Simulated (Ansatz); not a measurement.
**BH5SeSi: up Jacob's ladder to CCSD(T)**

An exercise on one series of results from a longer session: the logs are not shown, and one member is left open.

Program: Ansatz 0.2.0, Gaussian basis. Level of theory: functionals in def2-TZVPP, the program's frozen cores in correlated methods. These are calculated values, not measurements.

Plan: LDA (SPW92), PBE-D4, revPBE-D4, BLYP-D4, r2SCAN-D4, B97M-V, PBE0-D4, B3LYP-D4, r2SCANh-D4, r2SCAN0-D4, HSE06-D4, BHLYP-D4, CAM-B3LYP-D4, LC-ωPBE, ωB97X-V, ωB97M-V, B2PLYP, PBE-QIDH; CCSD(T)/def2-SVP; CCSD(T)/def2-TZVPP; MP2/def2-QZVPP; extrapolation to the limit; RPA on PBE.

## The relaxed structure

The geometry comes from an earlier relaxation with PBE0-D4 in a triple-zeta def2 set; it is a stationary point, not always the lowest conformer.

8 atoms, charge 0, spin multiplicity 1.

Atoms are counted from 1 here; the program's logs count them from 0.

Bond lengths: B1–Si2 1.951 Å, B1–Se3 2.216 Å, B1–H4 1.193 Å, B1–H5 1.196 Å, Si2–Se3 2.389 Å, Si2–H6 1.484 Å, Si2–H7 1.484 Å, Se3–H8 1.469 Å. Angles: Si2–B1–Se3 69.6°, Si2–B1–H4 120.5°, Si2–B1–H5 115.8°, Se3–B1–H4 109.1°, Se3–B1–H5 104.2°, H4–B1–H5 121.4°, B1–Si2–Se3 60.4°, B1–Si2–H6 125.7°, B1–Si2–H7 124.2°, Se3–Si2–H6 106.5°, Se3–Si2–H7 106.1°, H6–Si2–H7 110.1°, B1–Se3–Si2 50.0°, B1–Se3–H8 96.7°, Si2–Se3–H8 92.5°.

As a file:

```csv
atom,x (Å),y (Å),z (Å)
B1,-0.8284,0.0405,-0.7775
Si2,0.5262,0.8672,0.3581
Se3,0.6751,-1.4619,-0.1501
H4,-1.8920,-0.2617,-0.3285
H5,-0.6591,0.1518,-1.9567
H6,0.4688,0.9722,1.8377
H7,1.7797,1.4787,-0.1480
H8,0.0218,-1.8439,1.1093
```

The first run:

File in.yaml:

```yaml
crystal:
  periodic: [false, false, false]
  atoms:
    - {symbol: B, position_ang: [-0.828426, 0.040531, -0.777467]}
    - {symbol: Si, position_ang: [0.526195, 0.867191, 0.358140]}
    - {symbol: Se, position_ang: [0.675053, -1.461921, -0.150109]}
    - {symbol: H, position_ang: [-1.891973, -0.261694, -0.328530]}
    - {symbol: H, position_ang: [-0.659135, 0.151832, -1.956672]}
    - {symbol: H, position_ang: [0.468772, 0.972202, 1.837660]}
    - {symbol: H, position_ang: [1.779742, 1.478679, -0.147970]}
    - {symbol: H, position_ang: [0.021773, -1.843919, 1.109250]}
basis:
  gaussian: {orbitals: def2-TZVPP}
hamiltonian: {xc: lda}
output: {orbitals: {seedname: orbitals}}
```

On the command line:

```
$ ansatz run in.yaml --threads 2 --pin off --events-out ev --progress --plain --max-ram 4352MiB
```

Steps of the session up to this table: LDA; PBE-D4 (GGA); revPBE-D4 (GGA); BLYP-D4 (GGA); r2SCAN-D4 (meta-GGA); B97M-V (meta-GGA); PBE0-D4 (hybrid); B3LYP-D4 (hybrid); r2SCANh-D4 (hybrid); r2SCAN0-D4 (hybrid); HSE06-D4 (hybrid); BHLYP-D4 (hybrid); CAM-B3LYP-D4 (range-separated); LC-ωPBE (range-separated); ωB97X-V (range-separated); ωB97M-V (range-separated); B2PLYP (double hybrid); PBE-QIDH (double hybrid).

One of the session's tables, all rows but one given; the rest of the session is left out.

It belongs to the step «Orbital energies across the functionals». 

```
  functional  HOMO (eV)  gap (eV)
 LDA (SPW92)      -6.46      4.43
      PBE-D4      -6.33      4.51
   revPBE-D4      -6.29      4.54
     BLYP-D4          ?         ?
   r2SCAN-D4      -6.54      4.97
      B97M-V      -6.61      4.99
     PBE0-D4      -7.37      6.36
    B3LYP-D4      -7.17      5.95
  r2SCANh-D4      -6.93      5.64
  r2SCAN0-D4      -7.51      6.64
    HSE06-D4      -6.98      5.60
    BHLYP-D4      -8.27      8.13
CAM-B3LYP-D4      -8.60      8.57
     LC-ωPBE      -9.88     10.95
     ωB97X-V      -9.55     10.53
     ωB97M-V      -9.41     10.14
```

**Question.** Estimate the row for BLYP-D4.

Worked estimate for «HOMO (eV)». Against the share of exact exchange, B3LYP-D4 (0.2, -7.17), BHLYP-D4 (0.5, -8.27) give a slope of -3.67 per unit share; at 0 the line stands at -6.44.

**Answer.** HOMO (eV): -6.18; gap (eV): 4.48. In «HOMO (eV)» the line misses by -0.26.
